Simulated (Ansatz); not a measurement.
# GaH₃S₃: up Jacob's ladder to CCSD(T)

One table from this session's results is given with a row withheld; the runs are named, their logs left out.

Program: Ansatz 0.2.0, Gaussian basis. Level of theory: functionals in def2-TZVPP, the program's frozen cores in correlated methods. These are calculated values, not measurements.

The runs, in order: PBE-D4, r2SCAN-D4, PBE0-D4, B3LYP-D4, ωB97X-V, ωB97M-V, B2PLYP; CCSD(T)/def2-TZVPP; CCSD(T)/def2-QZVPP; extrapolation to the limit.

**Structure used throughout**

An earlier PBE0-D4 in a triple-zeta def2 set relaxation fixed the geometry.

7 atoms, charge 0, spin multiplicity 1.

Atoms are counted from 1 here; the program's logs count them from 0.

Bond lengths: S1–Ga2 2.195 Å, S1–H5 1.343 Å, Ga2–S3 2.193 Å, Ga2–S4 2.198 Å, S3–H6 1.344 Å, S4–H7 1.343 Å. Angles: Ga2–S1–H5 94.0°, S1–Ga2–S3 117.2°, S1–Ga2–S4 123.6°, S3–Ga2–S4 119.2°, Ga2–S3–H6 93.4°, Ga2–S4–H7 94.4°.

The first run:

Contents of in.yaml:

```yaml
crystal:
  periodic: [false, false, false]
  atoms:
    - {symbol: S, position_ang: [-1.837479, 1.191893, 0.473140]}
    - {symbol: Ga, position_ang: [-0.151680, -0.196947, 0.251263]}
    - {symbol: S, position_ang: [-0.147117, -1.980210, 1.527369]}
    - {symbol: S, position_ang: [1.500386, 0.113469, -1.165588]}
    - {symbol: H, position_ang: [-1.384068, 2.041130, -0.463337]}
    - {symbol: H, position_ang: [1.009404, -2.438885, 1.019777]}
    - {symbol: H, position_ang: [1.010554, 1.269548, -1.642633]}
basis:
  gaussian: {orbitals: def2-TZVPP}
hamiltonian: {xc: pbe, dispersion: d4}
output: {forces: true, orbitals: {seedname: orbitals}}
```

Started as:

```sh
ansatz run in.yaml --threads 2 --pin off --events-out ev --progress --plain --max-ram 22528MiB --backend cpu
```

Steps of the session up to this table: PBE-D4 (GGA); r2SCAN-D4 (meta-GGA); PBE0-D4 (hybrid); B3LYP-D4 (hybrid); ωB97X-V (range-separated); ωB97M-V (range-separated); B2PLYP (double hybrid); CCSD(T) in def2-TZVPP; CCSD(T) in def2-QZVPP.

One of the session's tables, all rows but one given; the rest of the session is left out.

| method | atomisation energy (kJ/mol) |
| --- | --- |
| PBE-D4 | 2012.7 |
| r2SCAN-D4 | 2013.9 |
| PBE0-D4 | 1987.1 |
| B3LYP-D4 | ? |
| ωB97X-V | 2012.7 |
| ωB97M-V | 2002.7 |
| B2PLYP | 1939.3 |
| HF/def2-TZVPP | 1379.9 |
| MP2/def2-TZVPP | 1971.3 |
| CCSD/def2-TZVPP | 1896.2 |
| CCSD(T)/def2-TZVPP | 1939.5 |
| MP2/CBS | 2032.2 |
| CCSD(T)/CBS | 2000.4 |

Estimate the missing values for B3LYP-D4.

**Answer.** atomisation energy (kJ/mol): 1956.9. In the column «atomisation energy (kJ/mol)» it lies between CCSD(T)/def2-TZVPP (1939.5) and MP2/def2-TZVPP (1971.3).
